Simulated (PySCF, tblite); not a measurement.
# C6H8Si: geometry, infrared bands and NMR shifts

Wanted: the infrared bands and NMR shifts of C6H8Si (`C#CC1=C[SiH2][C@@H]1C`), by calculation.

Programs: tblite 0.8.0 and PySCF 2.14.0, with density-fitted response routines of our own. Each step states its level of theory. These are calculated values for one molecule in the gas phase, unless marked as measured. Atoms count from 0, in the outputs and in this text.

### Step 1. Starting geometry

15 atoms, charge 0, multiplicity 1; geometry from: force field or distance geometry start.

Bonds of the start (Å): C0–C1 1.20, C1–C2 1.44, C2–C3 1.31, C3–Si4 1.80, Si4–C5 1.80, C5–C6 1.53, C5–C2 1.47, C0–H7 1.05, C3–H8 1.11, Si4–H9 1.46, Si4–H10 1.46, C5–H11 1.13, C6–H12 1.10, C6–H13 1.10, C6–H14 1.11.

### Step 2. Geometry optimisation with GFN2-xTB

The job: settings as JSON, then the geometry in Å.

```
{"job": {"kind": "relax", "xc": "GFN2-xTB", "basis": "xTB"}, "charge": 0, "multiplicity": 1}
C      2.697200    -0.031500     1.527800
C      1.707600    -0.263700     0.892300
C      0.506900    -0.545500     0.140200
C      0.146700    -1.530900    -0.644600
Si    -1.500100    -0.964800    -1.096000
C     -0.731300     0.242200     0.001800
C     -0.442800     1.550800    -0.728600
H      3.551800     0.203200     2.095400
H      0.708400    -2.456100    -0.910600
H     -1.623500    -0.632400    -2.516700
H     -2.642600    -1.665800    -0.517700
H     -1.263800     0.423800     0.987200
H      0.390000     1.436900    -1.435300
H     -1.326400     1.877200    -1.299100
H     -0.182400     2.364500    -0.023500
```

Launch:

```bash
$ OMP_NUM_THREADS=1 python probes_run.py task.json out
```

One launch serves the whole session: the jobs run in the order shown.

**Question.** This job is followed by: GFN2-xTB harmonic vibrations, gas phase; GIAO PBE0/pcSseg-1 NMR shielding, non-relativistic, gas phase. What will the session give for the following? strongest single infrared mode (GFN2-xTB); zero-point energy (GFN2-xTB); ¹³C shifts against TMS (PBE0/pcSseg-1); ¹H shifts against TMS (PBE0/pcSseg-1, means over atoms taken as alike); ²⁹Si shifts against TMS (PBE0/pcSseg-1); surface potential, 1st and 99th percentile.

**Answer**, as computed:

| quantity | value |
| --- | --- |
| strongest single infrared mode (GFN2-xTB) | 2259 cm⁻¹, 514 km/mol |
| zero-point energy (GFN2-xTB) | 69.3 kcal/mol |
| ¹³C shifts against TMS (PBE0/pcSseg-1) | 159.2, 149.3, 93.5, 83.9, 35.7, 19.4 ppm |
| ¹H shifts against TMS (PBE0/pcSseg-1, means over atoms taken as alike) | 6.55, 4.87, 4.53, 3.12, 2.40, 1.39 ppm |
| ²⁹Si shifts against TMS (PBE0/pcSseg-1) | -39.8 ppm |
| surface potential, 1st and 99th percentile | -0.74 V and 1.47 V |

**Reading.** Over 62 steps the energy fell by 0.767 eV; of the close pairs, Si4–C5 changed most, 1.804 to 1.938 Å. No mode is imaginary among the 39: a minimum at this level. The strongest single mode, at 2259 cm⁻¹, moves mainly H10 and H9. Unscaled tight-binding wavenumbers are off by several per cent, some by more. Its intensities can rank the bands wrongly. The most deshielded hydrogen is H8 (hydrogen on an alkene CH), at 6.55 ppm: attached to an sp2 carbon and in the plane of the double bond. At PBE0/pcSseg-1: The largest span, 302 ppm, is at C1, where the paramagnetic term is -141 ppm. At PBE0/pcSseg-1, counted by nearest atom on the grid, the HOMO lies on C3 31 %; C0 23 %, the LUMO on C2, C3 about 24 % each; C0 19 %.
